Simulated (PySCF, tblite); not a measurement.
**C4H8N4Si: geometry, infrared bands and NMR shifts**

Aim: predict the infrared bands and NMR shifts of C4H8N4Si (`CN(C)[Si](N)(C#N)C#N`).

Programs: tblite 0.8.0 and PySCF 2.14.0, with density-fitted response routines of our own. Each step states its level of theory. These are calculated values for one molecule in the gas phase, unless marked as measured. Atoms are numbered from 0 throughout.

## (1) The molecule as given

17 atoms, charge 0, multiplicity 1; geometry from: force field or distance geometry start.

Bonds of the start (Å): C0–N1 1.47, N1–C2 1.45, N1–Si3 1.75, Si3–N4 1.71, Si3–C5 1.91, C5–N6 1.16, Si3–C7 1.89, C7–N8 1.17, C0–H9 1.11, C0–H10 1.10, C0–H11 1.10, C2–H12 1.09, C2–H13 1.10, C2–H14 1.11, N4–H15 1.02, N4–H16 1.02.

## (2) Relaxing the molecule with GFN2-xTB

The job: settings as JSON, then the geometry in Å.

```
{"job": {"kind": "relax", "xc": "GFN2-xTB", "basis": "xTB"}, "charge": 0, "multiplicity": 1}
C     -1.592200    -0.253100     0.837300
N     -0.507900     0.331400     0.035200
C     -1.029300     0.701100    -1.270400
Si     1.118600    -0.297000     0.181900
N      1.835800     1.213000     0.552100
C      1.297500    -1.543100     1.611800
N      1.376400    -2.288800     2.496700
C      1.746800    -1.052500    -1.429900
N      2.093600    -1.496800    -2.453000
H     -2.494700     0.389100     0.814800
H     -1.884100    -1.247400     0.471900
H     -1.332000    -0.335500     1.898700
H     -1.309300    -0.175700    -1.858900
H     -0.310800     1.298800    -1.847100
H     -1.933400     1.343400    -1.170100
H      1.311200     1.590500     1.345300
H      1.606900     1.834600    -0.226400
```

On the command line:

```console
$ OMP_NUM_THREADS=1 python probes_run.py task.json out
```

One launch serves the whole session: the jobs run in the order shown.

**Question.** This job is followed by: GFN2-xTB harmonic vibrations, gas phase; GIAO PBE0/pcSseg-1 NMR shielding, non-relativistic, gas phase. Predict these results of the whole session: strongest single infrared mode (GFN2-xTB); zero-point energy (GFN2-xTB); ¹³C shifts against TMS (PBE0/pcSseg-1, means over atoms taken as alike); ¹H shifts against TMS (PBE0/pcSseg-1, means over atoms taken as alike); ¹⁵N shifts against NH3 (PBE0/pcSseg-1, means over atoms taken as alike); ²⁹Si shifts against TMS (PBE0/pcSseg-1).

**Answer**, as computed:

| quantity | value |
| --- | --- |
| strongest single infrared mode (GFN2-xTB) | 441 cm⁻¹, 188 km/mol |
| zero-point energy (GFN2-xTB) | 77.4 kcal/mol |
| ¹³C shifts against TMS (PBE0/pcSseg-1, means over atoms taken as alike) | 123.7, 39.3 ppm |
| ¹H shifts against TMS (PBE0/pcSseg-1, means over atoms taken as alike) | 2.87, 1.28 ppm |
| ¹⁵N shifts against NH3 (PBE0/pcSseg-1, means over atoms taken as alike) | 356.6, 37.7, 36.5 ppm |
| ²⁹Si shifts against TMS (PBE0/pcSseg-1) | -75.0 ppm |

In words: Over 154 steps the energy fell by 0.767 eV; of the close pairs, N1–Si3 changed most, 1.750 to 1.708 Å. No mode is imaginary among the 45: a minimum at this level. The strongest single mode, at 441 cm⁻¹, moves mainly H16 and H15. GFN2-xTB is a fitted tight-binding method: band positions and strengths are rough. Its intensities can rank the bands wrongly. C5, C7 (mean) (nitrile carbon) lies farthest downfield among carbon, at 123.7 ppm; this is the usual window of a C≡N carbon, which has no attached hydrogen. The most deshielded hydrogen is H9, H10, H11, H12, H13, H14 (mean) (hydrogen on a methyl carbon bonded to N), at 2.87 ppm: its carbon carries N, hence the downfield position. At PBE0/pcSseg-1: The largest span, 592 ppm, is at N6, N8, where the paramagnetic term is -426 ppm.
